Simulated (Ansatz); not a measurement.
# C4H12Sn: how energies converge with the basis set

One table from this session's results is given with a row withheld; the runs are named, their logs left out.

The runs use Ansatz 0.2.0, Gaussian basis; one geometry, several basis sets.

Levels to be run: PBE0-D4/def2-SVP; ωB97M-V/def2-SVP; PBE0-D4/def2-QZVPP; ωB97M-V/def2-QZVPP; the functionals' def2-TZVPP values are taken from earlier runs.

**Structure used throughout**

All runs share one geometry, relaxed beforehand with PBE0-D4 in a triple-zeta def2 set. Sn takes the def2 core potential; no spin-orbit term is included.

SMILES `C[CH2][SnH2][CH2]C`, 17 atoms, charge 0, spin multiplicity 1.

Atoms are counted from 1 here; the program's logs count them from 0.

Bond lengths: C1–C2 1.522 Å, C1–H6 1.095 Å, C1–H7 1.093 Å, C1–H8 1.094 Å, C2–Sn3 2.154 Å, C2–H9 1.093 Å, C2–H10 1.093 Å, Sn3–C4 2.154 Å, Sn3–H11 1.717 Å, Sn3–H12 1.717 Å, C4–C5 1.522 Å, C4–H13 1.093 Å, C4–H14 1.093 Å, C5–H15 1.095 Å, C5–H16 1.093 Å, C5–H17 1.094 Å. Angles: C2–C1–H6 111.6°, C2–C1–H7 111.7°, C2–C1–H8 111.8°, H6–C1–H7 107.2°, H6–C1–H8 107.1°, H7–C1–H8 107.1°, C1–C2–Sn3 112.8°, C1–C2–H9 111.0°, C1–C2–H10 110.9°, Sn3–C2–H9 107.8°, Sn3–C2–H10 107.3°, H9–C2–H10 106.6°, C2–Sn3–C4 108.6°, C2–Sn3–H11 110.2°, C2–Sn3–H12 109.5°, C4–Sn3–H11 109.5°, C4–Sn3–H12 110.3°, H11–Sn3–H12 108.7° and more.

The first run:

File in.yaml:

```yaml
crystal:
  periodic: [false, false, false]
  atoms:
    - {symbol: C, position_ang: [0.714369, 1.246426, -1.723680]}
    - {symbol: C, position_ang: [1.398986, 0.991536, -0.388373]}
    - {symbol: Sn, position_ang: [1.015826, -0.983477, 0.382326]}
    - {symbol: C, position_ang: [-1.115884, -1.270684, 0.505040]}
    - {symbol: C, position_ang: [-1.810933, -0.186115, 1.315817]}
    - {symbol: H, position_ang: [0.914188, 2.257163, -2.093174]}
    - {symbol: H, position_ang: [1.055301, 0.547754, -2.492605]}
    - {symbol: H, position_ang: [-0.371566, 1.139607, -1.649596]}
    - {symbol: H, position_ang: [2.481532, 1.113463, -0.472837]}
    - {symbol: H, position_ang: [1.061934, 1.706892, 0.366491]}
    - {symbol: H, position_ang: [1.708414, -1.156703, 1.943464]}
    - {symbol: H, position_ang: [1.713822, -2.152253, -0.663437]}
    - {symbol: H, position_ang: [-1.500393, -1.300884, -0.517878]}
    - {symbol: H, position_ang: [-1.295883, -2.258646, 0.935677]}
    - {symbol: H, position_ang: [-2.892819, -0.346137, 1.359994]}
    - {symbol: H, position_ang: [-1.446342, -0.155250, 2.346238]}
    - {symbol: H, position_ang: [-1.649650, 0.806907, 0.886834]}
basis:
  gaussian: {orbitals: def2-SVP}
hamiltonian: {xc: pbe0, dispersion: d4}
output: {orbitals: {seedname: orbitals}}
```

Command:

```sh
ansatz run in.yaml --threads 4 --pin off --events-out ev --progress --plain --max-ram 11315MiB
```

Among the steps run: PBE0-D4 in def2-SVP; ωB97M-V in def2-SVP; PBE0-D4 in def2-QZVPP; ωB97M-V in def2-QZVPP.

One of the session's tables, all rows but one given; the rest of the session is left out.

It belongs to the step «Functionals by basis». 

```
functional       basis  HOMO (eV)  LUMO (eV)
   PBE0-D4    def2-SVP      -7.35       1.11
   PBE0-D4  def2-TZVPP      -7.36       0.55
   PBE0-D4  def2-QZVPP      -7.37       0.37
   ωB97M-V    def2-SVP      -9.49       2.70
   ωB97M-V  def2-TZVPP          ?          ?
   ωB97M-V  def2-QZVPP      -9.52       1.32
```

Estimate the missing values for ωB97M-V, def2-TZVPP.

The run gave: HOMO (eV): -9.52; LUMO (eV): 1.74.
